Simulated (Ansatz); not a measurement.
Cs3Pt under changes of volume

One of the cells (48.216 Å³/atom); the others are scaled copies at fixed shape and fractional positions:

```xyz
4
Lattice="5.7777 0.0000 0.0000 0.0000 5.7777 0.0000 0.0000 0.0000 5.7777" Properties=species:S:1:pos:R:3 pbc="T T T"
Pt    2.8888    2.8888    2.8888
Cs    2.8888    0.0000    0.0000
Cs    0.0000    2.8888    0.0000
Cs    0.0000    0.0000    2.8888
```

The cell comes from a database or a generator and needn't be the stable form of this composition.

| Property | Result |
| --- | --- |
| Program | Ansatz 0.2.0 |
| Functional | PBE |
| Potentials or basis | Ansatz PAW |
| Cutoff | 420 eV (not typed: the program's choice for these potentials) |
| k mesh | 5 × 5 × 5 |
| Occupations | fermi-dirac, width 0.05 eV |
| Spin | no spin polarisation |

| volume (Å³/atom) | energy over the lowest point (meV/atom) | pressure (GPa) |
| --- | --- | --- |
| 45.323 | 1.25 | 0.3 |
| 46.288 | 0.07 | 0.1 |
| 47.252 | 0.00 | -0.1 |
| 48.216 | 0.93 | -0.2 |
| 49.181 | ? | ? |
| 50.145 | 5.40 | -0.5 |
| 51.109 | 8.76 | -0.6 |

Problem. What does the run at 49.181 Å³/atom give?

Solution. Energy over the lowest point 2.76 meV/atom; pressure -0.4 GPa.

Worked out: A Birch-Murnaghan fit of order 3 (a polynomial in V^(-2/3)) to the other rows has its minimum at 46.83 Å³/atom with B0 = V·E''(V) = 8.4 GPa and B' = 4.2. It gives 2.76 meV/atom at 49.181 Å³/atom, against the run's 2.76, and -dE/dV = -0.4 GPa, against -0.4.

Energies are extrapolated to zero smearing.
